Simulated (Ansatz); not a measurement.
The same calculation of GeH5Sn, SMILES [GeH3][SnH2] as a Python script and as an input file (the Ansatz DFT code, driven from Python).

The cells in order, each with its output:

**Cell 1**
```python
import ansatz as az
import numpy as np

BASIS_SET = "def2-SVP"
XC = "pbe0"
```

**Cell 2**
```python
mol = (
    az.Crystal.molecule()
    .atom("Ge", (-0.5634, -0.8046, -0.4818))
    .atom("Sn", (0.6441, 0.7933, 1.1564))
    .atom("H", (-0.1832, -2.2221, -0.2913))
    .atom("H", (-2.0633, -0.6442, -0.2436))
    .atom("H", (-0.2968, -0.3356, -1.9669))
    .atom("H", (0.1266, 2.4651, 0.9093))
    .atom("H", (2.3972, 0.68, 0.8722))
)

calculation = mol.calculation().basis(gaussian=BASIS_SET).functional(XC).spin("collinear", total=1).forces()
report = calculation.session().plan(threads=1).execute().report
```

**Cell 3**
```python
print(f"E = {report['free_energy_ev']:.6f} eV = {report['free_energy_ev'] / 27.211386246:.7f} Ha")
print("converged:", report["converged"], " doubts:", report["published_state_doubts"] or "none")

field = report["mean_field"]
print("<S^2> =", round(abs(field["state"]["spin_squared"]), 4), " all-electron relativity setting:", field["relativity"])
print("passes:", field["passes"])
if "symmetry" in field:
    print("occupied orbitals by irrep:", field["symmetry"]["occupied"])
```
Output:
```text
E = -62415.594530 eV = -2293.7307922 Ha
converged: True  doubts: none
<S^2> = 0.7519  all-electron relativity setting: none
passes: {'evaluations': 14, 'products': 14}
occupied orbitals by irrep: [{'A': 30}, {'A': 29}]
```

**Cell 4**
```python
symbols = [site.symbol for site in mol.cartesian_sites]
print("forces (eV/A)")
for symbol, f in zip(symbols, report["forces_ev_ang"]):
    print(f"  {symbol:2s} {f[0]:9.4f} {f[1]:9.4f} {f[2]:9.4f}")
```
Output:
```text
forces (eV/A)
  Ge   -0.2861    1.2505   -0.8374
  Sn    0.6212    0.4311    0.0185
  H     0.3422   -1.0457    0.1111
  H    -0.2614   -0.0491    0.0364
  H    -0.0301   -0.2660    0.5022
  H     0.1813   -0.4521    0.0418
  H    -0.5671    0.1312    0.1273
```

**Cell 5**
```python
charges = report["charge_distribution"]
print("dipole moment", round(4.803205 * float(np.linalg.norm(charges["dipole_moment_e_ang"])), 3), "D")
print("Mulliken:", [(s, round(q, 3)) for s, q in zip(symbols, charges["mulliken_charges_e"])])
```
Output:
```text
dipole moment 0.501 D
Mulliken: [('Ge', 0.109), ('Sn', 0.168), ('H', -0.043), ('H', -0.047), ('H', -0.039), ('H', -0.072), ('H', -0.077)]
```

`input.yaml`:
```yaml
crystal:
  periodic: [false, false, false]
  atoms:
    - { symbol: Ge, position_ang: [-0.5634, -0.8046, -0.4818] }
    - { symbol: Sn, position_ang: [0.6441, 0.7933, 1.1564] }
    - { symbol: H, position_ang: [-0.1832, -2.2221, -0.2913] }
    - { symbol: H, position_ang: [-2.0633, -0.6442, -0.2436] }
    - { symbol: H, position_ang: [-0.2968, -0.3356, -1.9669] }
    - { symbol: H, position_ang: [0.1266, 2.4651, 0.9093] }
    - { symbol: H, position_ang: [2.3972, 0.68, 0.8722] }
basis:
  gaussian: { orbitals: def2-SVP }
hamiltonian:
  xc: pbe0
magnetization:
  spin_polarized: true
  initial_magnetization: 1.0
output:
  forces: true
```

Launched from the shell:
```console
$ ansatz run input.yaml --threads 1 --pin off --max-ram 4096MiB --backend cpu --events-out ev --progress --plain --runs-dir out
Engine: ansatz 0.2.0, aarch64-unknown-linux-gnu
Functional definition: PBE0
  parameter a = 0.25
  parameter kappa = 0.804
  parameter beta = 0.06672455060314922
  exchange = (1 - a)*pbe_x(kappa = kappa, mu = beta*pi^2/3) + a*exact_x
  correlation = pbe_c(beta = beta)
915 factors; integrals over basis functions are off by at most 1.4e-3 eV
mean field evaluation 1: about -62415.1043 eV, gradient 1.0e1 eV
mean field evaluation 2: about -62415.3932 eV, gradient 7.6e0 eV
mean field evaluation 4: about -62415.5567 eV, gradient 1.1e0 eV
mean field evaluation 8: about -62415.5945 eV, gradient 2.8e-2 eV
mean field evaluation 16: about -62415.5945 eV, gradient 8.1e-5 eV
mean field -62415.59449928 eV, -2293.7307910389 hartree, gradient 8.2e-5 eV, S^2 0.751888; 0 other end points of the search recorded, 0 dependent functions left out
the calculation of the forces begins
reference -62415.59452976 eV, -2293.7307921592 hartree; 30, 29 occupied and 53, 54 virtual orbitals, 915 factors
Total energy: -62415.59452976 eV, -2293.7307921592 hartree
Atom 0 at    -0.563400    -0.804600    -0.481800 Å, force    -0.286115     1.250536    -0.837356 eV/Å
Atom 1 at     0.644100     0.793300     1.156400 Å, force     0.621151     0.431078     0.018540 eV/Å
Atom 2 at    -0.183200    -2.222100    -0.291300 Å, force     0.342240    -1.045682     0.111149 eV/Å
Atom 3 at    -2.063300    -0.644200    -0.243600 Å, force    -0.261377    -0.049111     0.036352 eV/Å
Atom 4 at    -0.296800    -0.335600    -1.966900 Å, force    -0.030124    -0.265972     0.502245 eV/Å
Atom 5 at     0.126600     2.465100     0.909300 Å, force     0.181309    -0.452078     0.041809 eV/Å
Atom 6 at     2.397200     0.680000     0.872200 Å, force    -0.567083     0.131229     0.127261 eV/Å
Dipole moment:    -0.044669    -0.085973     0.038777 e Å
```

The settings weren't tested for convergence. The geometry is a force-field or estimated start, not a minimum of this method, and the basis set is short of its limit. def2 sets replace the cores of elements past krypton by effective core potentials. The species is open-shell (spin multiplicity 2). The whole script took 6.9 s on 1 thread of Arm Neoverse V1, with other jobs on the host, peak memory 0.31 GiB.

(Lines on the test bed's own set-up are left out of the output.)
